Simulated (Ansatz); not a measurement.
# Cs2B3: the cost of one run

Method: DFT PBE, scalar-relativistic, plane waves, PAW, in Ansatz 0.2.0.

## 1. The structure to begin with

The structure is hexagonal, space group P6/mmm (No. 191). The conventional cell has a = 5.588 Å, b = 5.588 Å, c = 4.174 Å, α = 90.00°, β = 90.00°, γ = 120.00°. Cs (site symmetry -6m2) is surrounded by 3 Cs at 3.23 Å and 6 B at 3.39 Å. B (site symmetry 6mm) has 1 B at 1.06 Å as nearest neighbours. Around B (site symmetry 6/mmm) lie 2 B at 1.06 Å.

Coordinates:

```cif
data_structure
_symmetry_space_group_name_H-M 'P6/mmm'
_symmetry_Int_Tables_number 191
_cell_length_a 5.5883
_cell_length_b 5.5883
_cell_length_c 4.1737
_cell_angle_alpha 90.000
_cell_angle_beta 90.000
_cell_angle_gamma 120.000
_cell_volume 112.88
loop_
_atom_site_label
_atom_site_type_symbol
_atom_site_symmetry_multiplicity
_atom_site_Wyckoff_symbol
_atom_site_fract_x
_atom_site_fract_y
_atom_site_fract_z
_atom_site_occupancy
Cs1 Cs 2 c 0.33333 0.66667 0.00000 1
B1 B 2 e 0.00000 0.00000 0.75367 1
B2 B 1 b 0.00000 0.00000 0.50000 1
```

The cell is invented: random cell by space group and Wyckoff sites (P6/mmm, No. 191). Its size is a rough estimate.

## 2. The guess as it stands, on a coarse mesh

The input, input.yaml:

```yaml
crystal:
  lattice:
    - [5.58825482, 0.0, 0.0]
    - [-2.79412741, 4.83957063, 0.0]
    - [0.0, 0.0, 4.17365042]
  atoms:
    - { symbol: Cs, position: [0.33333333, 0.66666667, 0.0] }
    - { symbol: Cs, position: [0.66666667, 0.33333333, 0.0] }
    - { symbol: B, position: [0.0, 0.0, 0.75367022] }
    - { symbol: B, position: [0.0, 0.0, 0.24632978] }
    - { symbol: B, position: [0.0, 0.0, 0.5] }
basis:
  ecutwfc: 420
kpoints:
  mp_grid: { grid: [6, 6, 4] }
hamiltonian:
  xc: pbe
scf:
  occupations: { method: gaussian, width: 0.1 }
  lower_state_search: "off"
output:
  forces: true
  stress: true
  eigenvalues: true
```

On the command line:

```bash
$ ansatz run input.yaml --threads 1 --pin off --max-ram 2048MiB --backend cpu --events-out ev --progress --plain --runs-dir out
```

**Question.** How long does this run take on 1 thread of Arm Neoverse V2, shared host, and how much memory does it need?

About 3.6 s, with a peak of 0.42 GiB.
